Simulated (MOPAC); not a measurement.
# PM6-DH2 (COSMO hexane) run of ZnAlNH4O2 (SMILES [OH][Al]([OH])[NH][ZnH])

We compute a structure relaxation of ZnAlNH4O2. 

Program for the calculation: MOPAC 23.2.5.

8 further runs of the same task are left out: 3 that didn't finish, 5 set aside as unsound or not needed.

### 1 Starting point

ZnAlNH4O2 has 9 atoms, charge 0, and is taken as a singlet. SMILES: `[OH][Al]([OH])[NH][ZnH]`. The shape comes from a force field and isn't a relaxed structure. This is one conformer, not always the lowest. The run starts from this shape.

Bond lengths: O1–Al2 1.825 Å, Al2–O3 1.814 Å, Al2–N4 1.868 Å, N4–Zn5 1.835 Å, O1–H6 1.068 Å, O3–H7 1.034 Å, N4–H8 1.028 Å. Angles: O1–Al2–O3 119.7°, O1–Al2–N4 122.5°, O3–Al2–N4 117.7°, Al2–N4–Zn5 97.8°, Al2–O1–H6 101.9°, Al2–O3–H7 105.9°, Al2–N4–H8 109.8°, Zn5–N4–H8 114.4°.

### 2 A geometry optimisation at PM6-DH2 (COSMO hexane)

Contents of mol.xyz:

```xyz
9
AlH4NO2Zn charge 0
O     -0.049700     0.061100     1.910900
Al     0.587000    -0.017000     0.202300
O      2.167800     0.773900    -0.204600
N     -0.294500    -0.947400    -1.156600
Zn    -1.854100     0.018700    -1.150300
H     -0.645600     0.947000     1.884400
H      2.898500     0.071100     0.001000
H      0.243700    -0.879300    -2.030200
H     -2.964600    -0.074500     0.526000
```

Contents of input.mop:

```
PM6-DH2 CYCLES=200 EPS=1.88 GNORM=0.1 THREADS=1 AUX(PRECISION=6)
AlH4NO2Zn charge 0

O  -0.04970 1  0.06110 1  1.91090 1
Al  0.58700 1 -0.01700 1  0.20230 1
O   2.16780 1  0.77390 1 -0.20460 1
N  -0.29450 1 -0.94740 1 -1.15660 1
Zn -1.85410 1  0.01870 1 -1.15030 1
H  -0.64560 1  0.94700 1  1.88440 1
H   2.89850 1  0.07110 1  0.00100 1
H   0.24370 1 -0.87930 1 -2.03020 1
H  -2.96460 1 -0.07450 1  0.52600 1
```

Launch:

```console
$ obabel mol.xyz -omop -xk "PM6-DH2 CYCLES=200 EPS=1.88 GNORM=0.1 THREADS=1 AUX(PRECISION=6)" -O input.mop
$ mopac input.mop
```

**Question.** What will come out? Wanted: dipole moment; HOMO energy; LUMO energy; HOMO–LUMO gap; heat of formation.

**Answer.** As computed:

At PM6-DH2 (COSMO hexane):

| quantity | value |
| --- | --- |
| dipole moment | 3.67 D |
| HOMO energy | -9.95 eV |
| LUMO energy | 0.30 eV |
| HOMO–LUMO gap | 10.25 eV |
| heat of formation | -170.9 kcal/mol |

In words: At the final geometry: Bond lengths: O1–Al2 1.824 Å, Al2–O3 1.727 Å, Al2–N4 1.758 Å, Al2–Zn5 2.301 Å, N4–Zn5 1.671 Å, O1–H6 0.992 Å, O3–H7 0.993 Å, N4–H8 1.028 Å, Zn5–H9 1.671 Å. Some angles: O1–Al2–O3 121.0°, O1–Al2–N4 102.3°, O1–Al2–Zn5 60.5°, O3–Al2–N4 136.5°, O3–Al2–Zn5 165.8°, N4–Al2–Zn5 46.3°, Al2–N4–Zn5 84.3°, Al2–Zn5–N4 49.5°, Al2–O1–H6 114.1°, Al2–O3–H7 112.4°. The optimisation stopped short of its gradient threshold. The optimisation took 42 steps and changed the energy by -2.965 eV.
